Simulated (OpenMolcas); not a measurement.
# One shape, several levels: doublet [BF3]+

We compute a comparison of 6 runs (UHF/aug-cc-pVDZ, UB3LYP/6-31G*, U-revPBE/aug-cc-pVDZ, UB3LYP/aug-cc-pVDZ, UBLYP/aug-cc-pVDZ, ROMP2/aug-cc-pVDZ) of doublet [BF3]+. 

Program for the calculation: OpenMolcas 26.06.

2 further runs of the same task are left out: 2 set aside as unsound or not needed.

## (1) The molecule

The species is [BF3]+ (4 atoms), meant as a doublet with charge +1. As SMILES of the parent species, `FB(F)F`. The coordinates come from a PBE0-D4/def2-TZVP relaxation. That shape belongs to the parent species and isn't relaxed for this state.

Bond lengths: F1–B2 1.311 Å, B2–F3 1.311 Å, B2–F4 1.311 Å. Angles: F1–B2–F3 120.0°, F1–B2–F4 120.0°, F3–B2–F4 120.0°.

## (2) A single-point energy at UHF/aug-cc-pVDZ (run 1)

Contents of calc.input:

```
* BF3 Hartree-Fock
&GATEWAY
BasLib = $CurrDir
Coord
4
angstrom
F        0.543870       0.210740       1.174280
B        0.000020       0.000000       0.000010
F       -0.265170      -1.223510      -0.389620
F       -0.278730       1.012770      -0.784660
Basis = aug-cc-pVDZ
Group = NoSym
&SEWARD
&SCF
UHF
Charge = 1
Spin = 2
Thresholds = 1e-10 1e-07 1e-07 1e-05
PrOrbitals = 1 2
```

The basis set aug-cc-pVDZ is read from a file made from the Basis Set Exchange's data (not shown).

Launch:

```
$ export MOLCAS_MEM=1860
$ pymolcas calc.input > calc.log
```

The program printed:

```text
--- Start Module: gateway ---
[...]
--- Stop Module: gateway /rc=_RC_ALL_IS_WELL_ ---
--- Start Module: seward ---
[...]
      Basis functions           92
--- Stop Module: seward /rc=_RC_ALL_IS_WELL_ ---
[...]
--- Start Module: scf ---
[...]
       Convergence after  28 Iterations
[...]
::    Total SCF energy                               -322.6147945205
[...]
      Total spin, S                                     0.5208249575
[...]
      Total electronic charge=   31.000000
      Total            charge=    1.000000
[...]
      Dipole Moment (debye):
      Origin of the operator (angstrom)=   -0.0000    0.0000    0.0000
                   X=  2.6791E-04               Y=  2.2870E-05               Z=  2.7404E-04           Total=  3.8392E-04
      Center of Charge (angstrom)
[...]
--- Stop Module: scf /rc=_RC_ALL_IS_WELL_ ---
[...]
```

Run time: 13 s. Hardware: 1 thread of Arm Neoverse V1, shared host; peak memory 0.51 GiB.

## (3) The energy at UB3LYP/6-31G(d) (Cartesian functions) (run 2)

Contents of test.inp:

```
* BF3 Kohn-Sham DFT
&GATEWAY
BasLib=$CurrDir
Coord
4
angstrom
F        0.543870       0.210740       1.174280
B        0.000020       0.000000       0.000010
F       -0.265170      -1.223510      -0.389620
F       -0.278730       1.012770      -0.784660
Basis=6-31Gs
Group=NoSym
&SEWARD
GridInput
Grid=UltraFine
End of Grid
&SCF
UHF
Charge=1
Spin=2
KSDFT=B3LYP
Thresholds=1e-10 1e-07 1e-07 1e-05
PrOrbitals=1
```

The basis set 6-31G* is read from a file made from the Basis Set Exchange's data (not shown).

Launch:

```
$ export MOLCAS_MEM=1860
$ pymolcas test.inp > test.log
```

The program printed:

```text
--- Start Module: gateway ---
[...]
--- Stop Module: gateway /rc=_RC_ALL_IS_WELL_ ---
--- Start Module: seward ---
[...]
      Basis functions           60
--- Stop Module: seward /rc=_RC_ALL_IS_WELL_ ---
[...]
--- Start Module: scf ---
[...]
       Convergence after  19 Iterations
[...]
::    Total KS-DFT energy                            -324.0091706220
[...]
      Total spin, S                                     0.5023930139
[...]
      Total electronic charge=   31.000000
      Total            charge=    1.000000
[...]
      Dipole Moment (debye):
      Origin of the operator (angstrom)=   -0.0000    0.0000    0.0000
                   X=  7.2512E-05               Y= -1.3728E-05               Z= -1.0266E-04           Total=  1.2643E-04
      Center of Charge (angstrom)
[...]
--- Stop Module: scf /rc=_RC_ALL_IS_WELL_ ---
[...]
```

Wall time 18 s (1 thread of Arm Neoverse V1, shared host); peak memory 0.39 GiB.

Runs 3 to 5 aren't shown in full; the table further down has their settings and results.

## (4) A single-point energy at ROMP2/aug-cc-pVDZ (run 6)

Contents of geom.xyz:

```xyz
4

F      0.543870     0.210740     1.174280
B      0.000020     0.000000     0.000010
F     -0.265170    -1.223510    -0.389620
F     -0.278730     1.012770    -0.784660
```

Contents of test.input:

```
* BF3 ROMP2

&GATEWAY
 BasLib
 $CurrDir
 Coord
 geom.xyz
 Basis
 aug-cc-pVDZ
 Group
 NoSym

&SEWARD

&SCF
 UHF
 Charge
 1
 Spin
 2
 Thresholds
 1e-10 1e-07 1e-07 1e-05
 PrOrbitals
 1 1

&RASSCF
 FileOrb
 $Project.UnaOrb
 Spin
 2
 Nactel
 1 0 0
 Inactive
 15
 Ras2
 1
 OutOrbitals
 Canonical
 OrbListing
 Nothing

&CASPT2
 IPEA
 0.0
 Frozen
 4
```

The basis set aug-cc-pVDZ is read from a file made from the Basis Set Exchange's data (not shown).

Launch:

```
$ export MOLCAS_MEM=1860
$ pymolcas test.input > test.log
```

The program printed:

```text
--- Start Module: gateway ---
[...]
--- Stop Module: gateway /rc=_RC_ALL_IS_WELL_ ---
[...]
      Basis functions           92
[...]
       Convergence after  28 Iterations
[...]
::    Total SCF energy                               -322.6147945205
[...]
      Total spin, S                                     0.5208249575
[...]
--- Start Module: rasscf ---
[...]
      Number of active orbitals                  1
[...]
      Spin quantum number                      0.5
[...]
      Active orbitals                            1
[...]
      Number of CSFs                             1
[...]
      Number of root(s) required                 1
[...]
      Convergence after  8 iterations
[...]
      printout of CI-coefficients larger than  0.05 for root  1
      energy=    -322.598616
      conf/sym  1     Coeff  Weight
             1  u   1.00000 1.00000
      Natural orbitals and occupation numbers for root  1
      sym 1:   1.000000
      ************************************************************************************************************************
      *                                                    Final results                                                     *
[...]
::    RASSCF root number  1 Total energy:   -322.59861623
[...]
      Total electronic charge=   31.000000
      Total            charge=    1.000000
[...]
      Dipole Moment (debye):
      Origin of the operator (angstrom)=   -0.0000    0.0000    0.0000
                   X=  2.6439E-04               Y=  1.3342E-05               Z=  2.6502E-04           Total=  3.7458E-04
      Center of Charge (angstrom)
[...]
--- Stop Module: rasscf /rc=_RC_ALL_IS_WELL_ ---
[...]
--- Start Module: caspt2 ---
[...]
 ###    WARNING: User changed nr of frozen orbitals.                         ###
 ###############################################################################
[...]
      E2 (Variational):          -0.7496685504
      Total energy:            -323.3482847783
[...]
      Reference weight:           0.82606
[...]
::    CASPT2 Root  1     Total energy:   -323.34828478
[...]
--- Stop Module: caspt2 /rc=_RC_ALL_IS_WELL_ ---
[...]
```

Run time: 19 s. Hardware: 1 thread of Arm Neoverse V1, shared host; peak memory 0.51 GiB.

## (5) Overview of the runs

```tsv
run	level	Cartesian functions	integration grid	energy (Eh)	HOMO energy (eV)	LUMO energy (eV)	⟨S²⟩	wall time
1	UHF/aug-cc-pVDZ	no	–	-322.614795	-23.72	-15.07	0.792	13 s
2	UB3LYP/6-31G* (Cartesian functions)	yes	UltraFine	-324.009171	-20.99	-18.35	0.755	18 s
3	U-revPBE/aug-cc-pVDZ	no	UltraFine	-323.947773	-19.86	-18.86	0.752	71 s
4	UB3LYP/aug-cc-pVDZ	no	UltraFine	-324.034520	-21.23	-18.62	0.755	49 s
5	UBLYP/aug-cc-pVDZ	no	UltraFine	-324.031107	-19.87	-18.87	0.752	71 s
6	ROMP2/aug-cc-pVDZ	no	–	-323.348285	–	–	–	19 s
```

## (6) Summary of results

```
           quantity          value
run 6: total energy  -323.34828 Eh
```

What this shows: Totals of different functionals can't be ranked against each other. All runs together took 4 min, the longest 71 s.
